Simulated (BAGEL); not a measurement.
# C2H3BFP (SMILES C#CB(F)P): RI-MP2/6-31G(d) (density fitting with qzvpp-jkfit, spherical functions)

Aim: the energy change on altering one bond length of C2H3BFP at RI-MP2/6-31G* (density fitting with qzvpp-jkfit, spherical functions), from 2 runs. 

The results are computed with BAGEL 1.2.2.

1 further run of the same task is left out (set aside as unsound or not needed).

**1. The molecule**

C2H3BFP: 8 atoms, total charge 0, spin state singlet. As SMILES, `C#CB(F)P`. Geometry: relaxed at GFN2-xTB. This is one conformer, not always the lowest.

Bond lengths: C1–C2 1.205 Å, C2–B3 1.512 Å, B3–F4 1.323 Å, B3–P5 1.909 Å, C1–H6 1.052 Å, P5–H7 1.384 Å, P5–H8 1.382 Å. Angles: C1–C2–B3 177.2°, C2–B3–F4 119.7°, C2–B3–P5 122.1°, F4–B3–P5 118.1°, C2–C1–H6 179.0°, B3–P5–H7 96.7°, B3–P5–H8 97.4°, H7–P5–H8 95.2°.

**2. The energy at RI-MP2/6-31G(d) (density fitting with qzvpp-jkfit, spherical functions)**

input.json reads:

```json
{ "bagel" : [

{
  "title" : "molecule",
  "basis" : "6-31gs.json",
  "df_basis" : "qzvpp-jkfit",
  "angstrom" : true,
  "geometry" : [
    { "atom" : "C", "xyz" : [       0.458610,      -0.012650,       2.212220 ] },
    { "atom" : "C", "xyz" : [       0.160220,       0.312990,       1.091070 ] },
    { "atom" : "B", "xyz" : [      -0.204710,       0.651160,      -0.336690 ] },
    { "atom" : "F", "xyz" : [      -0.172500,       1.910760,      -0.741070 ] },
    { "atom" : "P", "xyz" : [      -0.853080,      -0.666640,      -1.555670 ] },
    { "atom" : "H", "xyz" : [       0.715580,      -0.279800,       3.197190 ] },
    { "atom" : "H", "xyz" : [      -0.130040,      -0.239190,      -2.655260 ] },
    { "atom" : "H", "xyz" : [       0.025920,      -1.676630,      -1.211790 ] }
  ]
},

{ "title" : "hf", "charge" : 0 },

{ "title" : "mp2", "charge" : 0, "ncore" : 9 }

]}
```

The basis set 6-31G* is read from a file made from the Basis Set Exchange's data (not shown).

On the command line:

```console
$ BAGEL_NUM_THREADS=1 BAGEL input.json > input.out
```

The log of the run:

```text
* using 1 threads per process

  ===============================================================
  ===============================================================

  *** Geometry ***

  { "atom" : "C", "xyz" : [      0.866647,     -0.023905,      4.180490 ] },
  { "atom" : "C", "xyz" : [      0.302772,      0.591465,      2.061823 ] },
  { "atom" : "B", "xyz" : [     -0.386846,      1.230514,     -0.636252 ] },
  { "atom" : "F", "xyz" : [     -0.325978,      3.610813,     -1.400419 ] },
  { "atom" : "P", "xyz" : [     -1.612088,     -1.259767,     -2.939790 ] },
  { "atom" : "H", "xyz" : [      1.352250,     -0.528745,      6.041813 ] },
  { "atom" : "H", "xyz" : [     -0.245740,     -0.452004,     -5.017714 ] },
  { "atom" : "H", "xyz" : [      0.048982,     -3.168372,     -2.289951 ] },

  Number of auxiliary basis functions:      484

  Since a DF basis is specified, we compute 2- and 3-index integrals:
    o Being stored without compression. Storage requirement is 0.025 GB

  Number of basis functions:       80
  Number of electrons      :       44

    * METHOD: MOLECULE                             0.23

  *** RHF ***

  === Nuclear Repulsion ===
   171.9925015184

      * DIIS with orbital gradients will be used.

  === RHF iteration (6-31gs.json) ===
      0       -542.16232481          0.01715445           0.07
      1       -542.28302063          0.00928224           0.07
      2       -542.31787743          0.00187622           0.07
      3       -542.32018275          0.00042436           0.07
      4       -542.32031571          0.00012840           0.07
      5       -542.32034259          0.00006006           0.07
      6       -542.32034734          0.00004053           0.07
      7       -542.32034940          0.00001887           0.07
      8       -542.32035016          0.00000699           0.07
      9       -542.32035026          0.00000247           0.07
     10       -542.32035027          0.00000102           0.07
     11       -542.32035027          0.00000042           0.07
     12       -542.32035027          0.00000015           0.07
     13       -542.32035027          0.00000008           0.07
     14       -542.32035027          0.00000005           0.07
     15       -542.32035027          0.00000002           0.07
     16       -542.32035027          0.00000001           0.07
    * SCF iteration converged.

    * Permanent dipole moment:
           (   -0.447240,     0.395874,    -0.507083) a.u.

    * METHOD: HF                                   1.32

  *** RHF ***

  === Nuclear Repulsion ===
   171.9925015184

      * DIIS with orbital gradients will be used.

  === RHF iteration (6-31gs.json) ===
      0       -542.32035027          0.00000001           0.07
    * SCF iteration converged.

    * Permanent dipole moment:
           (   -0.447240,     0.395874,    -0.507083) a.u.

  === DF-MP2 calculation ===

    * freezing 9 orbitals
    * 3-index integral transformation done
    * assembly done

      MP2 correlation energy:   -0.5850616875      0.04

      MP2 total energy:       -542.9054119554

    * METHOD: MP2                                  0.19

  ===============================================================
```

Wall time 1.9 s (1 thread of Arm Neoverse V2, shared host); peak memory 0.11 GiB.

**3. The distorted shape at the same level**

input.json reads:

```json
{ "bagel" : [

{
  "title" : "molecule",
  "basis" : "6-31gs.json",
  "df_basis" : "qzvpp-jkfit",
  "angstrom" : true,
  "geometry" : [
    { "atom" : "C", "xyz" : [       0.548123,      -0.110338,       2.548550 ] },
    { "atom" : "C", "xyz" : [       0.160220,       0.312990,       1.091070 ] },
    { "atom" : "B", "xyz" : [      -0.204710,       0.651160,      -0.336690 ] },
    { "atom" : "F", "xyz" : [      -0.172500,       1.910760,      -0.741070 ] },
    { "atom" : "P", "xyz" : [      -0.853080,      -0.666640,      -1.555670 ] },
    { "atom" : "H", "xyz" : [       0.805093,      -0.377488,       3.533520 ] },
    { "atom" : "H", "xyz" : [      -0.130040,      -0.239190,      -2.655260 ] },
    { "atom" : "H", "xyz" : [       0.025920,      -1.676630,      -1.211790 ] }
  ]
},

{
  "title" : "hf"
},

{
  "title" : "mp2",
  "ncore" : 9
}

]}
```

The basis set 6-31G* is read from a file made from the Basis Set Exchange's data (not shown).

On the command line:

```console
$ BAGEL_NUM_THREADS=1 BAGEL input.json > input.out
```

The log of the run:

```text
* using 1 threads per process

  ===============================================================
  ===============================================================

  *** Geometry ***

  { "atom" : "C", "xyz" : [      1.035802,     -0.208509,      4.816062 ] },
  { "atom" : "C", "xyz" : [      0.302772,      0.591465,      2.061823 ] },
  { "atom" : "B", "xyz" : [     -0.386846,      1.230514,     -0.636252 ] },
  { "atom" : "F", "xyz" : [     -0.325978,      3.610813,     -1.400419 ] },
  { "atom" : "P", "xyz" : [     -1.612088,     -1.259767,     -2.939790 ] },
  { "atom" : "H", "xyz" : [      1.521405,     -0.713349,      6.677385 ] },
  { "atom" : "H", "xyz" : [     -0.245740,     -0.452004,     -5.017714 ] },
  { "atom" : "H", "xyz" : [      0.048982,     -3.168372,     -2.289951 ] },

  Number of auxiliary basis functions:      484

  Since a DF basis is specified, we compute 2- and 3-index integrals:
    o Being stored without compression. Storage requirement is 0.025 GB

  Number of basis functions:       80
  Number of electrons      :       44

    * METHOD: MOLECULE                             0.23

  *** RHF ***

  === Nuclear Repulsion ===
   165.5256755341

      * DIIS with orbital gradients will be used.

  === RHF iteration (6-31gs.json) ===
      0       -541.98185950          0.01707530           0.07
      1       -542.07462503          0.01317463           0.07
      2       -542.14175002          0.00484358           0.07
      3       -542.15082618          0.00228863           0.07
      4       -542.15372821          0.00046110           0.07
      5       -542.15425685          0.00039109           0.07
      6       -542.15479855          0.00033073           0.07
      7       -542.15572804          0.00018707           0.07
      8       -542.15599716          0.00005555           0.07
      9       -542.15600155          0.00002963           0.07
     10       -542.15600316          0.00001781           0.07
     11       -542.15600339          0.00000690           0.07
     12       -542.15600345          0.00000358           0.07
     13       -542.15600348          0.00000224           0.07
     14       -542.15600349          0.00000183           0.07
     15       -542.15600351          0.00000149           0.07
     16       -542.15600353          0.00000102           0.07
     17       -542.15600353          0.00000078           0.07
     18       -542.15600354          0.00000048           0.07
     19       -542.15600354          0.00000027           0.07
     20       -542.15600354          0.00000019           0.07
     21       -542.15600354          0.00000013           0.07
     22       -542.15600354          0.00000008           0.07
     23       -542.15600354          0.00000004           0.07
     24       -542.15600354          0.00000002           0.07
     25       -542.15600354          0.00000002           0.07
     26       -542.15600354          0.00000001           0.07
     27       -542.15600354          0.00000001           0.07
    * SCF iteration converged.

    * Permanent dipole moment:
           (   -0.499716,     0.453386,    -0.700284) a.u.

    * METHOD: HF                                   2.05

  *** RHF ***

  === Nuclear Repulsion ===
   165.5256755341

      * DIIS with orbital gradients will be used.

  === RHF iteration (6-31gs.json) ===
      0       -542.15600354          0.00000001           0.07
    * SCF iteration converged.

    * Permanent dipole moment:
           (   -0.499716,     0.453386,    -0.700283) a.u.

  === DF-MP2 calculation ===

    * freezing 9 orbitals
    * 3-index integral transformation done
    * assembly done

      MP2 correlation energy:   -0.6253638806      0.04

      MP2 total energy:       -542.7813674193

    * METHOD: MP2                                  0.19

  ===============================================================
```

Run time: 2.6 s. Hardware: 1 thread of Arm Neoverse V2, shared host; peak memory 0.11 GiB.

**4. Summary of results**

At RI-MP2/6-31G* (density fitting with qzvpp-jkfit, spherical functions), 9 core orbitals frozen:

| quantity | value |
| --- | --- |
| first shape: total energy | -542.90541 Eh |
| first shape: correlation energy (9 core orbitals frozen) | -585.1 mEh |
| distorted shape: total energy | -542.78137 Eh |
| distorted shape: correlation energy (9 core orbitals frozen) | -625.4 mEh |
| energy change with the C1–C2 bond stretched from 1.205 to 1.567 Å | 3.375 eV |

**Reading.** With the C1–C2 bond stretched from 1.205 to 1.567 Å the energy rises by 3.38 eV (78 kcal/mol). The first shape isn't relaxed at this level, so the change isn't measured from a minimum.
